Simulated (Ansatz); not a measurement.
**C4H10Cl2GaN: one species, many methods**

Aim: compute C4H10Cl2GaN with functionals from several rungs and with coupled cluster. The yardstick is the atomisation energy at the CCSD(T) limit.

Program: Ansatz 0.2.0, Gaussian basis. Level of theory: functionals in def2-TZVPP, the program's frozen cores in correlated methods. These are calculated values, not measurements.

Levels to be run: LDA (SPW92), PBE-D4, revPBE-D4, BLYP-D4, r2SCAN-D4, B97M-V, PBE0-D4, B3LYP-D4, r2SCANh-D4, r2SCAN0-D4, HSE06-D4, BHLYP-D4, CAM-B3LYP-D4, LC-ωPBE, ωB97X-V, ωB97M-V, B2PLYP, PBE-QIDH; CCSD(T)/def2-SVP; CCSD(T)/def2-TZVPP; MP2/def2-QZVPP; extrapolation to the limit; RPA on PBE.

## (1) The relaxed structure

The geometry comes from an earlier relaxation with PBE0-D4 in a triple-zeta def2 set; it is a stationary point, not always the lowest conformer.

SMILES `CC(C)(C)[NH][Ga]([Cl])[Cl]`, 18 atoms, charge 0, spin multiplicity 1.

Atoms are counted from 1 here; the program's logs count them from 0.

Bond lengths: C1–C2 1.519 Å, C1–H9 1.093 Å, C1–H10 1.091 Å, C1–H11 1.093 Å, C2–C3 1.528 Å, C2–C4 1.528 Å, C2–N5 1.460 Å, C3–H12 1.094 Å, C3–H13 1.093 Å, C3–H14 1.092 Å, C4–H15 1.093 Å, C4–H16 1.094 Å, C4–H17 1.092 Å, N5–Ga6 1.794 Å, N5–H18 1.011 Å, Ga6–Cl7 2.125 Å, Ga6–Cl8 2.135 Å. Angles: C2–C1–H9 111.3°, C2–C1–H10 110.0°, C2–C1–H11 111.3°, H9–C1–H10 107.9°, H9–C1–H11 108.2°, H10–C1–H11 107.9°, C1–C2–C3 109.6°, C1–C2–C4 109.6°, C1–C2–N5 109.9°, C3–C2–C4 109.7°, C3–C2–N5 109.0°, C4–C2–N5 109.0°, C2–C3–H12 110.7°, C2–C3–H13 111.0°, C2–C3–H14 110.4°, H12–C3–H13 107.9°, H12–C3–H14 108.1°, H13–C3–H14 108.6° and more.

## (2) LDA

This LDA is Slater exchange with PW92 correlation.

in.yaml

```yaml
crystal:
  periodic: [false, false, false]
  atoms:
    - {symbol: C, position_ang: [1.187085, 0.721671, -0.467871]}
    - {symbol: C, position_ang: [0.197793, -0.099850, 0.340980]}
    - {symbol: C, position_ang: [0.771257, -1.493958, 0.590678]}
    - {symbol: C, position_ang: [-0.072834, 0.591385, 1.676565]}
    - {symbol: N, position_ang: [-1.058437, -0.227972, -0.391011]}
    - {symbol: Ga, position_ang: [-1.652874, 0.369900, -1.974911]}
    - {symbol: Cl, position_ang: [-0.620363, 1.552960, -3.406753]}
    - {symbol: Cl, position_ang: [-3.651753, -0.185426, -2.477313]}
    - {symbol: H, position_ang: [0.805696, 1.727638, -0.658784]}
    - {symbol: H, position_ang: [2.127583, 0.817127, 0.077750]}
    - {symbol: H, position_ang: [1.402602, 0.249546, -1.429429]}
    - {symbol: H, position_ang: [0.064284, -2.107577, 1.156027]}
    - {symbol: H, position_ang: [1.700129, -1.438689, 1.163863]}
    - {symbol: H, position_ang: [0.976255, -1.997302, -0.356465]}
    - {symbol: H, position_ang: [0.843282, 0.677180, 2.266315]}
    - {symbol: H, position_ang: [-0.799146, 0.024296, 2.265443]}
    - {symbol: H, position_ang: [-0.476187, 1.592876, 1.512807]}
    - {symbol: H, position_ang: [-1.744388, -0.773795, 0.112130]}
basis:
  gaussian: {orbitals: def2-TZVPP}
hamiltonian: {xc: lda}
output: {orbitals: {seedname: orbitals}}
```

The run is started by

```console
ansatz run in.yaml --threads 4 --pin off --events-out ev --progress --plain --max-ram 66560MiB --backend cuda --devices 0, --max-vram 37GiB
```

Further steps of the session: PBE-D4 (GGA); revPBE-D4 (GGA); BLYP-D4 (GGA); r2SCAN-D4 (meta-GGA); B97M-V (meta-GGA); PBE0-D4 (hybrid); B3LYP-D4 (hybrid); r2SCANh-D4 (hybrid); r2SCAN0-D4 (hybrid); HSE06-D4 (hybrid); BHLYP-D4 (hybrid); CAM-B3LYP-D4 (range-separated); LC-ωPBE (range-separated); ωB97X-V (range-separated); ωB97M-V (range-separated); B2PLYP (double hybrid); PBE-QIDH (double hybrid); CCSD(T) in def2-SVP; CCSD(T) in def2-TZVPP; MP2 in def2-QZVPP; RPA on PBE orbitals.

**Question.** What will the summary of the whole plan be? Wanted: atomisation energy, CCSD(T)/CBS; farthest beyond LDA; mean size of error, GGA; mean size of error, meta-GGA; mean size of error, hybrid; mean size of error, range-separated; mean size of error, double hybrid; gap, smallest and largest; T1 diagnostic.

As calculated:

```
                               quantity                                                                                                                                 value
        atomisation energy, CCSD(T)/CBS                                                                                                                         6763.5 kJ/mol
 functionals within 67.6 kJ/mol (1.0 %)  revPBE-D4, r2SCAN-D4, B97M-V, PBE0-D4, B3LYP-D4, r2SCANh-D4, r2SCAN0-D4, HSE06-D4, CAM-B3LYP-D4, LC-ωPBE, ωB97X-V, ωB97M-V, PBE-QIDH
                    farthest beyond LDA                                                                                                              BHLYP-D4 (-184.8 kJ/mol)
                mean size of error, GGA                                                                                                                           76.8 kJ/mol
           mean size of error, meta-GGA                                                                                                                            9.8 kJ/mol
             mean size of error, hybrid                                                                                                                           61.4 kJ/mol
    mean size of error, range-separated                                                                                                                           10.8 kJ/mol
      mean size of error, double hybrid                                                                                                                           50.7 kJ/mol
              gap, smallest and largest                                                                                             4.06 eV (LDA (SPW92)), 11.45 eV (LC-ωPBE)
                          T1 diagnostic                                                                                                                                0.0113
triples share of the correlation energy                                                                                                                                 4.1 %
```

**Reading.** The LDA atomisation energy is off by 938.9 kJ/mol (14 %): it overbinds. PBE-D4 misses by +110.8 kJ/mol. Double hybrids carry the basis error of their MP2 part in triple zeta, and no dispersion term here, so their miss is partly the set-up's. The rungs meta-GGA, range-separated, double hybrid, hybrid miss on average by less than the doubt on the reference (67.6 kJ/mol), so they tie. The reference freezes the cores and leaves out relativity and excitations past (T), and its outer-core shells are covered unevenly, so misses under about 67.6 kJ/mol can't be ranked. Hartree-Fock recovers 74 % of the binding; the rest is correlation. CCSD(T) in def2-SVP is off by -303.3 kJ/mol, which most functionals beat. The gap grows from 4.1 to 11.5 eV across the functionals, mostly with the share of exact exchange. Correlated methods include outer-core shells of Ga, which these sets cover unevenly.
